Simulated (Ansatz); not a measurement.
# GeH₂O: taking an electron away

Aim: the vertical ionisation energy of GeH₂O, as cation minus neutral at the neutral's geometry, on several levels, and how well −ε(HOMO) stands in for it.

Computed with Ansatz 0.2.0, Gaussian basis. Level: unrestricted cation, the program's frozen cores in correlated methods.

Levels to be run: UKS PBE-D4/def2-TZVPP; UKS r2SCAN-D4/def2-TZVPP; UKS PBE0-D4/def2-TZVPP; UKS B3LYP-D4/def2-TZVPP; UKS wB97X-V/def2-TZVPP; UKS wB97M-V/def2-TZVPP; UKS B2PLYP/def2-TZVPP; UHF-CCSD(T)/def2-TZVPP; UHF-MP2/def2-QZVPP; extrapolation to the limit; then −ε(HOMO) from the neutral's earlier runs with LDA (SPW92), PBE-D4, revPBE-D4, BLYP-D4, r2SCAN-D4, B97M-V, PBE0-D4, B3LYP-D4, r2SCANh-D4, r2SCAN0-D4, HSE06-D4, BHLYP-D4, CAM-B3LYP-D4, LC-ωPBE, ωB97X-V, ωB97M-V.

### Step 1. Structure used throughout

All runs share one geometry, relaxed beforehand with PBE0-D4/def2-TZVP.

SMILES `[O]=[GeH2]`, 4 atoms, charge 0, spin multiplicity 1.

Atoms are counted from 1 here; the program's logs count them from 0.

Bond lengths: O1–Ge2 1.632 Å, Ge2–H3 1.542 Å, Ge2–H4 1.542 Å. Angles: O1–Ge2–H3 123.4°, O1–Ge2–H4 123.4°, H3–Ge2–H4 113.2°.

Coordinates:

```xyz
4
GeH2O
O    -0.0584   -0.9621    1.3374
Ge   -0.0007   -0.0093    0.0135
H    -1.1355    0.0677   -1.0271
H     1.1947    0.9037   -0.3239
```

### Step 2. Cation, UKS PBE-D4/def2-TZVPP

File in.yaml:

```yaml
crystal:
  periodic: [false, false, false]
  atoms:
    - {symbol: O, position_ang: [-0.058428, -0.962085, 1.337438]}
    - {symbol: Ge, position_ang: [-0.000738, -0.009289, 0.013493]}
    - {symbol: H, position_ang: [-1.135496, 0.067691, -1.027054]}
    - {symbol: H, position_ang: [1.194663, 0.903692, -0.323878]}
basis:
  gaussian: {orbitals: def2-TZVPP}
total_charge: 1
magnetization: {spin_polarized: true, initial_magnetization: 1}
hamiltonian: {xc: pbe, dispersion: d4}
```

Launch:

```sh
$ ansatz run in.yaml --threads 4 --pin off --events-out ev --progress --plain --max-ram 10444MiB
```

The runs that follow: Cation, UKS r2SCAN-D4/def2-TZVPP; Cation, UKS PBE0-D4/def2-TZVPP; Cation, UKS B3LYP-D4/def2-TZVPP; Cation, UKS wB97X-V/def2-TZVPP; Cation, UKS wB97M-V/def2-TZVPP; Cation, UKS B2PLYP (frozen core)/def2-TZVPP; Cation, UHF-CCSD(T)/def2-TZVPP; Cation, UHF-MP2/def2-QZVPP.

**Question.** What will the summary of the whole plan be? Wanted: ionisation energy, CCSD(T)/CBS; nearest functional by difference; nearest −ε(HOMO); −ε(HOMO) of PBE; T1 of the cation.

**Answer**, as computed:

| quantity | value |
| --- | --- |
| ionisation energy, CCSD(T)/CBS | 10.37 eV |
| nearest functional by difference | B2PLYP (-0.15 eV) |
| nearest −ε(HOMO) | LC-ωPBE (+0.12 eV) |
| −ε(HOMO) of PBE | 6.27 eV |
| T1 of the cation | 0.023 |

Energy differences with functionals land within 0.40 eV of the reference. The PBE orbital energy is 4.1 eV too small: a semilocal HOMO is no ionisation energy. Among orbital estimates LC-ωPBE comes nearest. Hartree-Fock falls 2.27 eV short, as the neutral has more correlation energy than the cation. Correlated methods include outer-core shells of Ge, which these sets cover unevenly. With outer-core shells in play the reference is unsure by up to some tenths of an eV, so close misses can't be ranked.
